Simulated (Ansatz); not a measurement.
# HPbNO4 (P1) in Ansatz: relaxation of cell and atoms with r2SCAN+D4

Aim: the relaxation of cell and atoms of HPbNO4 with r2SCAN+D4.

Everything below comes from runs of Ansatz 0.2.0. Logs are shortened: lines on timing, memory, paths and dates and some standing lists are left out, and cuts for length are marked.

## Step 1: The crystal as given

The typed cell holds 14 atoms: a = 4.120 Å, b = 6.427 Å, c = 8.387 Å, α = 67.04°, β = 89.96°, γ = 89.98°.

The cell was built by a generator and needn't be a form met in nature.

## Step 2: Relaxation of cell and atoms, r2SCAN+D4

File input.yaml:

```yaml
crystal:
  lattice:
    - [4.1204, -0.00081, -0.0112]
    - [0.00404, 6.42722, 0.0536]
    - [0.02791, 3.20707, 7.74994]
  atoms:
    - { symbol: H, position: [0.90366, 0.21821, 0.48851] }
    - { symbol: H, position: [0.40337, 0.78177, 0.51142] }
    - { symbol: Pb, position: [0.39455, 0.30863, 0.70725] }
    - { symbol: Pb, position: [0.89489, 0.69135, 0.29266] }
    - { symbol: "N", position: [0.63409, 0.1999, 0.2073] }
    - { symbol: "N", position: [0.13386, 0.80012, 0.79275] }
    - { symbol: O, position: [0.90829, 0.32866, 0.54369] }
    - { symbol: O, position: [0.53792, 0.39076, 0.19497] }
    - { symbol: O, position: [0.53483, 0.11279, 0.10602] }
    - { symbol: O, position: [0.83718, 0.08887, 0.32672] }
    - { symbol: O, position: [0.40817, 0.67132, 0.45624] }
    - { symbol: O, position: [0.03774, 0.60924, 0.8052] }
    - { symbol: O, position: [0.03429, 0.88737, 0.89397] }
    - { symbol: O, position: [0.33716, 0.91101, 0.6733] }
hamiltonian:
  xc: r2scan
  pseudopotentials: { kind: paw }
  dispersion: d4
kpoints:
  mp_grid: { grid: [5, 4, 3] }
scf:
  occupations: { method: fermi_dirac, width: 0.05 }
output:
  forces: true
  stress: true
  eigenvalues: true
relax:
  f_tol: 0.01
  max_steps: 40
  cell: { stress_tol: 0.05 }
```

Potentials or basis: Ansatz PAW.

The run is started by

```console
ansatz run input.yaml --threads 8 --pin off --max-ram 20480MiB --backend cpu --events-out ev --progress --plain --runs-dir out
```

The program printed:

```text
Warning: RAYON_NUM_THREADS=8 ignored (pool sized by the plan → 8); use --threads N
Engine: ansatz 0.2.0, x86_64-unknown-linux-gnu
Pseudopotentials: kind: paw
Pseudopotential: H, paw, valence charge 1, recommended cutoff 500 eV (meta_gga), H.paw.azcp
Pseudopotential: Pb, paw, valence charge 14, recommended cutoff 500 eV (meta_gga), Pb.paw.azcp
Pseudopotential: N, paw, valence charge 5, recommended cutoff 500 eV (meta_gga), N.paw.azcp
Pseudopotential: O, paw, valence charge 6, recommended cutoff 500 eV (meta_gga), O.paw.azcp
Functional definition: r2SCAN
  parameter k0 = 0.174
  parameter k1 = 0.065
  parameter a1 = 4.9479
  exchange = r2scan_x(k0 = k0, k1 = k1, a1 = a1)
  correlation = r2scan_c
Crystal: 14 atoms, lattice volume = 204.533 Å³
Basis set: ecut = 500 eV, 5205 PW (Γ), exchange–correlation on 128×192×256 points (64 copies of the dense FFT grid, shifted against one another)
Bands: 58, of which v1, the nominal top of the filled ones, is band 44 counted from 1 (43 counted from 0)
Symmetry: 1 space group operations
Space group: P1 (ITA 1), of the structure as read, at distance tolerance 5.9e-5 Å
k-points: 31 of 60 (time reversal used)
Non-local potential: H, projectors of the file, l = 0: 2, l = 1: 1
Non-local potential: Pb, projectors of the file, l = 0: 2, l = 1: 2, l = 2: 2, l = 3: 2
Non-local potential: N, projectors of the file, l = 0: 2, l = 1: 2, l = 2: 1
Non-local potential: O, projectors of the file, l = 0: 2, l = 1: 2, l = 2: 1
PAW form: soft (Blöchl's): semilocal exchange-correlation on the pseudo side does not see the compensation charge
PAW frozen core: Pb, regenerated for the run's functional (the file was generated under x = pbe(κ = 0.804, μ = 0.2195149727645171), c = pbe(β = 0.06672455060314922))
PAW frozen core: N, regenerated for the run's functional (the file was generated under x = pbe(κ = 0.804, μ = 0.2195149727645171), c = pbe(β = 0.06672455060314922))
PAW frozen core: O, regenerated for the run's functional (the file was generated under x = pbe(κ = 0.804, μ = 0.2195149727645171), c = pbe(β = 0.06672455060314922))
PAW one-centre angular grid: H, 302 points (default); XC on 160 Gauss nodes
PAW one-centre angular grid: Pb, 590 points (default); XC on 160 Gauss nodes
PAW one-centre angular grid: N, 302 points (default); XC on 160 Gauss nodes
PAW one-centre angular grid: O, 302 points (default); XC on 160 Gauss nodes
Initial density: superposition of atomic densities (neutral atoms: chi_scale 0, normalization atom), corrected by the library's trained network
Initial wavefunctions: pseudopotential atomic-orbital guess
Functional: x = r2scan, c = r2scan; τ floored in thin density (d = 2e-4 eV/Å³)
SCF iter   1: F=—  HF=-29183.013417 eV  |F-HF|=—  |Δ(HF+E_count)|=         —  Δρ=9.42e-3  dr2=1.43e-1  dr2_τ=1.06e0  ethr=1.77e-3  ⟨swp⟩=6.2  Hψ=7906  notcnv=0  defer=78
preconditioner: auto → Resta (q_TF=auto, 2.371 Å⁻¹)  ε∞=2.9  [insulator: Δε(μ)=3.871 eV  Ē_g=17.479 eV  σ=0.050 eV  W_gap=1.00  n_scr=48 (ndim 8)  ℏωp=24.4 eV  f_vac=0.184  D(μ)=0.00/eV (n_scr^D=0)  ε∞_Penn≈2.9]
SCF iter   2: F=—  HF=-29183.083554 eV  |F-HF|=—  |Δ(HF+E_count)|=   7.01e-2  Δρ=4.44e-3  dr2=1.64e-2  dr2_τ=6.28e-3  ethr=1.62e-4  ⟨swp⟩=2.2  Hψ=3634  notcnv=0  defer=185
SCF iter   3: F=—  HF=-29183.080740 eV  |F-HF|=—  |Δ(HF+E_count)|=   2.81e-3  Δρ=2.02e-3  dr2=4.17e-3  dr2_τ=4.20e-4  ethr=1.86e-5  ⟨swp⟩=2.0  Hψ=2739  notcnv=0  defer=185
SCF iter   4: F=—  HF=-29183.080931 eV  |F-HF|=—  |Δ(HF+E_count)|=   1.91e-4  Δρ=6.98e-4  dr2=7.85e-4  dr2_τ=1.27e-4  ethr=4.74e-6  ⟨swp⟩=2.0  Hψ=2928  notcnv=0  defer=185
SCF iter   5: F=—  HF=-29183.080892 eV  |F-HF|=—  |Δ(HF+E_count)|=   3.86e-5  Δρ=2.82e-4  dr2=1.29e-4  dr2_τ=2.18e-5  ethr=8.93e-7  ⟨swp⟩=2.0  Hψ=2964  notcnv=0  defer=185
SCF iter   6: F=—  HF=-29183.080888 eV  |F-HF|=—  |Δ(HF+E_count)|=   4.30e-6  Δρ=6.96e-5  dr2=7.97e-6  dr2_τ=9.14e-7  ethr=1.47e-7  ⟨swp⟩=2.0  Hψ=2914  notcnv=0  defer=185
SCF iter   7: F=—  HF=-29183.081056 eV  |F-HF|=—  |Δ(HF+E_count)|=   1.68e-4  Δρ=2.98e-5  dr2=1.51e-6  dr2_τ=1.97e-7  ethr=9.05e-9  ⟨swp⟩=2.0  Hψ=2791  notcnv=0  defer=185
SCF iter   8: F=—  HF=-29183.081057 eV  |F-HF|=—  |Δ(HF+E_count)|=   4.46e-7  Δρ=1.12e-5  dr2=2.79e-7  dr2_τ=3.54e-8  ethr=1.71e-9  ⟨swp⟩=2.0  Hψ=2976  notcnv=0  defer=185
SCF iter   9: F=-29183.081057 eV  HF=-29183.081057 eV  |F-HF|=3.06e-9  |Δ(HF+E_count)|=   5.67e-8  Δρ=3.70e-6  dr2=3.24e-8  dr2_τ=2.80e-9  ethr=1.14e-10  ⟨swp⟩=15.3  Hψ=10041  notcnv=0
SCF 1 converged in 9 iterations: F = -29183.081057 eV  dr2 = 3.24e-8
[... 230 lines left out ...]
SCF converged after 5 iterations
Free energy (F): -29183.289889 eV
Harris-Foulkes:  -29183.289889 eV  (|F-HF|=5.46e-11)
Internal energy: -29183.289889 eV  (E = F + TS)
E sigma→0 (E₀):  -29183.289889 eV
Fermi energy:    5.352520 eV
--- Per-component energies (eV) ---
  E_band       = -576.036552
  E_kinetic    = 2268.865675
  E_local      = -6776.030132  (includes V_loc(G=0)·N_el)
  E_nonlocal   = 1177.832511
  E_hartree    = 2498.952387
  E_xc         = -1132.330731
  E_vxc        = -1323.501182  (∫ρ·V_xc dr)
  E_paw        = -22399.508750  (= ΣΔE_a)
  E_vpaw       = -1011.574552  (= ΣTr[D̂ρ^β])
  E_aug_tail   = 0.007347  (compensation charges beyond the density's cutoff)
  E_vtau       = 90.459021  (kinetic-family band-sum trace: ∫τ·v_τ [+ j·A + Jᵃ·Aᵃ] dr)
  E_ewald      = -4821.925187
  E_disp       = -0.769357  (pairwise vdW)
  E_core_change = 1.616348  (= ΣΔE_core)
  E_smearing   = -0.000000  (= −TS)
  E_closure    = 0.000000  (closes the sum)
  Σ components = -29183.289889   (vs F -29183.289889, Δ=0.00e0)
--- Forces (eV/Å), atoms counted from 1 ---
  atom   1  H     -0.00042857     0.00080099     0.00234961
  atom   2  H     -0.00047506    -0.00079279    -0.00236369
  atom   3  Pb    -0.00022781     0.00126281    -0.00027173
  atom   4  Pb    -0.00013242    -0.00125559     0.00025946
  atom   5  N      0.00276109    -0.00524044     0.00420901
  atom   6  N      0.00298124     0.00504293    -0.00448814
  atom   7  O      0.00023408    -0.00125352     0.00018285
  atom   8  O     -0.00006619     0.00358056     0.00002251
  atom   9  O     -0.00047138     0.00124864    -0.00218899
  atom  10  O     -0.00181354     0.00190052    -0.00369621
  atom  11  O      0.00012943     0.00125258    -0.00016668
  atom  12  O     -0.00015535    -0.00351668     0.00007044
  atom  13  O     -0.00055654    -0.00116439     0.00229094
  atom  14  O     -0.00181404    -0.00186640     0.00378931
  max |Σ_I F_I| component: 3.51e-5 eV/Å
--- Stress (GPa, compression-positive) ---
        0.008833       0.000141      -0.000087
        0.000141      -0.021909       0.006804
       -0.000088       0.006805       0.013371
  P = ⅓ Tr σ = 0.0001 GPa (0.001 kbar)
--- Band table (eV; the first three rows and the last of 31) ---
  k-point 0: bands = ["-23.5234", "-23.5028", "-17.8364", "-17.8358", "-17.5613", "-17.4945", "-15.7806", "-15.4505", "-11.9177", "-11.9019", "-11.8737", "-11.8669", "-11.8425", "-11.8315", "-11.8161", "-11.8150", "-11.7746", "-11.5869", "-6.8821", "-6.6641", "-4.8155", "-4.3296", "-4.2602", "-4.1758", "-4.0008", "-3.9524", "-3.0548", "-2.8846", "-1.1910", "-0.1462", "0.4023", "0.7256", "1.1590", "1.3872", "1.4421", "1.5825", "1.6499", "1.7586", "1.8013", "2.0255", "2.2533", "3.0405", "3.1058", "3.4397", "7.3221", "7.5239", "8.9591", "9.1544", "10.3803", "10.4249", "10.7236", "11.5173", "11.9854", "13.1335", "13.3463", "13.8177", "14.9914", "15.1234"]
  k-point 1: bands = ["-23.5186", "-23.5077", "-17.8389", "-17.8334", "-17.5520", "-17.5046", "-15.7789", "-15.4502", "-11.9168", "-11.9035", "-11.8731", "-11.8668", "-11.8413", "-11.8306", "-11.8183", "-11.8127", "-11.7757", "-11.5876", "-6.9232", "-6.6523", "-4.7724", "-4.3584", "-4.2778", "-4.1638", "-3.9855", "-3.9236", "-3.0169", "-2.8489", "-1.2288", "-0.2713", "0.2940", "0.7596", "1.0804", "1.2546", "1.4183", "1.6474", "1.7415", "1.8197", "2.0274", "2.0478", "2.2542", "3.0129", "3.0439", "3.4278", "7.4470", "7.5493", "8.9452", "9.0633", "9.7790", "10.4430", "11.1835", "11.8570", "12.0274", "12.8533", "13.5774", "13.8485", "14.8512", "15.0664"]
  k-point 2: bands = ["-23.5198", "-23.5053", "-17.8436", "-17.8351", "-17.5562", "-17.4992", "-15.7854", "-15.4438", "-11.9195", "-11.9027", "-11.8739", "-11.8682", "-11.8410", "-11.8324", "-11.8136", "-11.8112", "-11.7755", "-11.5893", "-6.8151", "-6.6307", "-4.7357", "-4.3940", "-4.3066", "-4.2006", "-4.0441", "-3.9048", "-3.1716", "-2.9748", "-1.1299", "-0.3960", "0.5086", "0.8207", "1.2794", "1.3556", "1.4013", "1.6613", "1.7275", "1.7797", "1.9516", "2.0468", "2.2192", "2.9947", "3.0625", "3.4651", "7.3825", "7.5606", "8.7272", "9.1052", "9.8471", "10.1790", "11.1288", "11.6541", "12.1239", "13.1132", "13.5884", "14.1196", "14.8987", "15.3260"]
  k-point 30: bands = ["-23.4765", "-23.4710", "-17.8251", "-17.8202", "-17.6060", "-17.5884", "-15.6544", "-15.5503", "-11.8846", "-11.8766", "-11.8631", "-11.8535", "-11.8405", "-11.8303", "-11.7787", "-11.7746", "-11.6437", "-11.5598", "-6.6637", "-6.5819", "-4.6949", "-4.6471", "-4.3477", "-4.2463", "-4.1241", "-4.0608", "-2.9552", "-2.8161", "-1.9350", "-1.4420", "0.5892", "0.8584", "1.1443", "1.2393", "1.4572", "1.5657", "1.7255", "1.8510", "2.2032", "2.2430", "2.7535", "2.8261", "3.2513", "3.4043", "7.2271", "7.3422", "8.6936", "8.9050", "10.0072", "10.4036", "10.6802", "11.2136", "12.7458", "13.3663", "14.0767", "14.3513", "14.6270", "15.2205"]
--- Relaxed structure (16 steps of the walk, 15 accepted, 2 SCFs on fresh bases) ---
  F+E_penalty+E_count = -29183.28988906 eV   max|allowed force component| = 5.240e-3 eV/Å   (the final SCF, on the basis selected at the relaxed cell)
  cell:  # Å, volume = 182.7230 Å³
    - [3.8642476995889816, -0.001549611964678821, -0.011065495272192387]
    - [0.002967214892371411, 6.285610723522361, 0.1853584293167044]
    - [0.02551648279717226, 3.296364554467063, 7.6199594291213355]
  atoms:
    - { symbol: H, position: [0.9307174124698457, 0.21334512430375385, 0.48515353671831474] }
    - { symbol: H, position: [0.43072410864752453, 0.7866591370136278, 0.5148490307619685] }
    - { symbol: Pb, position: [0.42995003293342987, 0.2983719731326747, 0.7154749950280558] }
    - { symbol: Pb, position: [0.9302034871619895, 0.7016284563003362, 0.28453037926137503] }
    - { symbol: N, position: [0.6113730181809128, 0.2081169845401335, 0.21158303357417288] }
    - { symbol: N, position: [0.11101197268788428, 0.7918826461667282, 0.7884135633768528] }
    - { symbol: O, position: [0.936130492665899, 0.3256045190824944, 0.5379546949605832] }
    - { symbol: O, position: [0.5076547499948972, 0.4005624010000557, 0.20188811140359106] }
    - { symbol: O, position: [0.492289473142633, 0.12174354599970097, 0.11313004236545954] }
    - { symbol: O, position: [0.8424390278204726, 0.09496219477234463, 0.32470146771525693] }
    - { symbol: O, position: [0.4362003775356382, 0.6743978814028072, 0.46204969516135824] }
    - { symbol: O, position: [0.007322050953587779, 0.599418210409435, 0.7981234457224308] }
    - { symbol: O, position: [-0.008220912146305234, 0.8782570735360916, 0.8868586508542285] }
    - { symbol: O, position: [0.34220470795158897, 0.9050498523398147, 0.6752893530963485] }
```

Wall time 2.8 min (8 threads of AMD EPYC 7B13 (Zen 3), shared host); peak memory 1.6 GiB.

What came out:

| Item | Value |
| --- | --- |
| Free energy | -29183.2899 eV |
| Relaxed volume | 13.05 Å³/atom |
| Relaxed cell | a = 3.864 Å, b = 6.288 Å, c = 8.302 Å, α = 64.92°, β = 89.98°, γ = 90.00° |
| Space group after relaxing (to 0.05 Å) | P2_1 (No. 4) |
| Energy gained by relaxing | 14.9 meV/atom |
| Ionic steps | 17 |
| Pressure after relaxing | 0.0 GPa |
| Largest force after relaxing | 0.007 eV/Å |
| Band gap on the k mesh | 3.61 eV, indirect (least direct gap 3.75 eV) |

Forces on the atoms (eV/Å):
```
H    0.000  0.001  0.002
H    0.000 -0.001 -0.002
Pb   0.000  0.001  0.000
Pb   0.000 -0.001  0.000
N    0.003 -0.005  0.004
N    0.003  0.005 -0.004
O    0.000 -0.001  0.000
O    0.000  0.004  0.000
O    0.000  0.001 -0.002
O   -0.002  0.002 -0.004
O    0.000  0.001  0.000
O    0.000 -0.004  0.000
O   -0.001 -0.001  0.002
O   -0.002 -0.002  0.004
```

The path:
```tsv
step	energy change (eV)	largest force (eV/Å)	volume (Å³)
1	0.0000	0.6595	204.53
2	-0.1245	0.4620	179.05
3	-0.1883	0.6189	186.99
4	-0.2107	0.0897	185.51
5	-0.2150	0.0895	184.25
6	-0.2156	0.1100	183.69
7	-0.2185	0.0496	183.15
8	-0.2191	0.0275	183.18
9	-0.2196	0.0371	183.10
10	-0.2199	0.0447	182.88
11	-0.2202	0.0563	182.81
12	-0.2204	0.0443	182.70
13	-0.2206	0.0081	182.61
14	-0.2088	0.0081	182.61
15	-0.2087	0.0129	182.74
16	-0.2088	0.0074	182.72
17	-0.2088	0.0074	182.72
```

Final structure:
```
CELL_PARAMETERS angstrom
3.86425 -0.00155 -0.01107
0.00297 6.28561 0.18536
0.02552 3.29636 7.61996
ATOMIC_POSITIONS crystal
H 0.93072 0.21335 0.48515
H 0.43072 0.78666 0.51485
Pb 0.42995 0.29837 0.71547
Pb 0.93020 0.70163 0.28453
N 0.61137 0.20812 0.21158
N 0.11101 0.79188 0.78841
O 0.93613 0.32560 0.53795
O 0.50765 0.40056 0.20189
O 0.49229 0.12174 0.11313
O 0.84244 0.09496 0.32470
O 0.43620 0.67440 0.46205
O 0.00732 0.59942 0.79812
O 0.99178 0.87826 0.88686
O 0.34220 0.90505 0.67529
```

Caveat: odd divisions of the mesh miss points on the zone boundary, where band edges often lie, so the gap on the mesh can be too wide; the plane-wave basis is chosen anew once the cell has moved, so the energies of steps on either side of that aren't comparable; spin-orbit coupling is left out, which as a rule narrows the gap of such compounds by several tenths of an eV; the PAW data sets come from PBE, with cores solved anew for the run's functional, which leaves a small shift of forces and pressure.
